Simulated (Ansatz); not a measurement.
# Cl6H2Si2Sn: the cost of one run

The runs use Ansatz 0.2.0, Gaussian basis; the settings change from run to run.

## 1. The molecule

An earlier PBE0-D4 in a triple-zeta def2 set relaxation fixed the geometry. Sn takes a core potential in def2 sets; no spin-orbit term is included.

SMILES `Cl[Si](Cl)(Cl)[SnH2][Si](Cl)(Cl)Cl`, 11 atoms, charge 0, spin multiplicity 1.

Atoms are counted from 1 here; the program's logs count them from 0.

Bond lengths: Cl1–Si2 2.041 Å, Si2–Cl3 2.042 Å, Si2–Cl4 2.044 Å, Si2–Sn5 2.561 Å, Sn5–Si6 2.561 Å, Sn5–H10 1.702 Å, Sn5–H11 1.702 Å, Si6–Cl7 2.041 Å, Si6–Cl8 2.042 Å, Si6–Cl9 2.044 Å. Angles: Cl1–Si2–Cl3 108.3°, Cl1–Si2–Cl4 108.3°, Cl1–Si2–Sn5 110.3°, Cl3–Si2–Cl4 108.3°, Cl3–Si2–Sn5 110.2°, Cl4–Si2–Sn5 111.5°, Si2–Sn5–Si6 106.5°, Si2–Sn5–H10 109.9°, Si2–Sn5–H11 109.9°, Si6–Sn5–H10 109.9°, Si6–Sn5–H11 109.9°, H10–Sn5–H11 110.6°, Sn5–Si6–Cl7 110.3°, Sn5–Si6–Cl8 110.2°, Sn5–Si6–Cl9 111.5°, Cl7–Si6–Cl8 108.3°, Cl7–Si6–Cl9 108.3°, Cl8–Si6–Cl9 108.3°.

As a file:

```
Cl   -2.9341   -0.2326    0.8292
Si   -1.2398    0.6651    1.5298
Cl   -1.2430    2.6100    0.9091
Cl   -1.3019    0.6445    3.5724
Sn    0.8364   -0.5434    0.6416
Si    0.7518   -0.3514   -1.9111
Cl    0.8033    1.6101   -2.4747
Cl   -0.9745   -1.1764   -2.6232
Cl    2.3293   -1.3110   -2.7872
H     2.2437    0.2100    1.2330
H     0.7943   -2.1819    1.1017
```

## 2. SVWN5/def2-SVPD

This run has atoms shaken by 0.08 Å, finite nuclei, high accuracy.

File in.yaml:

```yaml
crystal:
  periodic: [false, false, false]
  atoms:
    - {symbol: Cl, position_ang: [-2.988394, -0.182604, 0.773441]}
    - {symbol: Si, position_ang: [-1.162738, 0.733271, 1.513058]}
    - {symbol: Cl, position_ang: [-1.297547, 2.669718, 0.789149]}
    - {symbol: Cl, position_ang: [-1.383721, 0.579572, 3.646690]}
    - {symbol: Sn, position_ang: [0.973782, -0.524523, 0.632372]}
    - {symbol: Si, position_ang: [0.794185, -0.360918, -1.922402]}
    - {symbol: Cl, position_ang: [0.702104, 1.678738, -2.637876]}
    - {symbol: Cl, position_ang: [-0.924785, -1.113667, -2.601772]}
    - {symbol: Cl, position_ang: [2.319728, -1.519416, -2.766261]}
    - {symbol: H, position_ang: [2.234028, 0.256709, 1.157869]}
    - {symbol: H, position_ang: [0.890202, -2.231539, 1.080739]}
basis:
  gaussian: {orbitals: def2-SVPD, nuclear_model: gaussian}
hamiltonian: {xc: {name: SVWN5}}
accuracy: high
output: {forces: true}
```

Command:

```
> ansatz run in.yaml --threads 4 --pin off --events-out ev --progress --plain --max-ram 66560MiB --backend cpu
```

What time and memory should one allow on 4 threads of AMD EPYC 7R13, shared host?

About 18 s, with a peak of 2 GiB.
